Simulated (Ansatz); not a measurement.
CH3BGeO, SMILES O=[C]1[BH][GeH2]1, a rigid scan of one bond length

Run with Ansatz 0.2.0 through its Python package.

Contents of `ch3bgeo.xyz`:
```text
7

O    -0.02420   -2.06170    1.14650
C     0.05630   -0.98390    0.50410
B     1.01650   -0.00140   -0.48170
Ge   -0.60820    0.65360   -0.07000
H     2.08700    0.15320   -1.02900
H    -0.75390    1.71420    1.06520
H    -1.71230    0.45810   -1.18080
```

The script, `scan_ch3bgeo.py`:
```python
# -*- coding: utf-8 -*-
"""Stretching a bond of CH3BGeO, the rest held rigid."""

import ansatz as az
import numpy as np

molecule = az.Crystal.molecule_from_extxyz("ch3bgeo.xyz")

symbols = [site.symbol for site in molecule.cartesian_sites]
start = np.array([site.position_ang for site in molecule.cartesian_sites])
axis = (start[5] - start[3]) / np.linalg.norm(start[5] - start[3])
moving = [5]
lengths, energies = [1.373, 1.436, 1.498, 1.56, 1.623, 1.685, 1.748, 1.841], []
for length in lengths:
    xyz = start.copy()
    xyz[moving] += (length - np.linalg.norm(start[5] - start[3])) * axis
    point = az.Crystal.molecule()
    for symbol, xyz in zip(symbols, xyz):
        point = point.atom(symbol, xyz.tolist())
    model = point.calculation()
    model = model.basis(gaussian="def2-SVP")
    model = model.functional("hf")
    summary = model.run().report
    energies.append(summary["free_energy_ev"])
    print(f"r = {length:6.3f} A  E = {energies[-1]:.5f} eV  <S^2> = {abs(summary['mean_field']['state']['spin_squared']):.3f}")

# quartic fit about the minimum
fit = np.polynomial.Polynomial.fit(lengths, np.array(energies) - min(energies), 4).convert()
roots = [r.real for r in fit.deriv().roots() if abs(r.imag) < 1e-9 and fit.deriv(2)(r.real) > 0]
r_e = min(roots, key=lambda r: abs(r - lengths[int(np.argmin(energies))]))
print(f"minimum of the fit at {r_e:.4f} A, force constant {fit.deriv(2)(r_e):.2f} eV/A^2")
```

Running `python scan_ch3bgeo.py` prints:
```text
r =  1.373 A  E = -60244.63984 eV  <S^2> = 0.000
r =  1.436 A  E = -60244.82993 eV  <S^2> = 0.000
r =  1.498 A  E = -60244.91063 eV  <S^2> = 0.000
r =  1.560 A  E = -60244.91020 eV  <S^2> = 0.000
r =  1.623 A  E = -60244.84627 eV  <S^2> = 0.000
r =  1.685 A  E = -60244.73607 eV  <S^2> = 0.000
r =  1.748 A  E = -60244.58826 eV  <S^2> = 0.000
r =  1.841 A  E = -60244.32404 eV  <S^2> = 0.000
minimum of the fit at 1.5279 A, force constant 18.64 eV/A^2
```

Total energies depend on the basis set; only differences at equal settings carry meaning. The rest of the molecule is held rigid at a force-field or estimated start geometry, and the basis set is modest; single-reference methods fail as a bond breaks. Hartree-Fock leaves correlation out, so bond, atomisation and ionisation energies come out well too low. The orbitals are restricted, so S² is zero by construction. Run time: 15 s on 1 thread of Intel(R) Xeon(R) 6975P-C (Granite Rapids) (shared host), peak memory 0.24 GiB.

(A comment or docstring line of the script was reworded after the run, the code is as it ran; lines on the test bed's own set-up are left out of the output.)
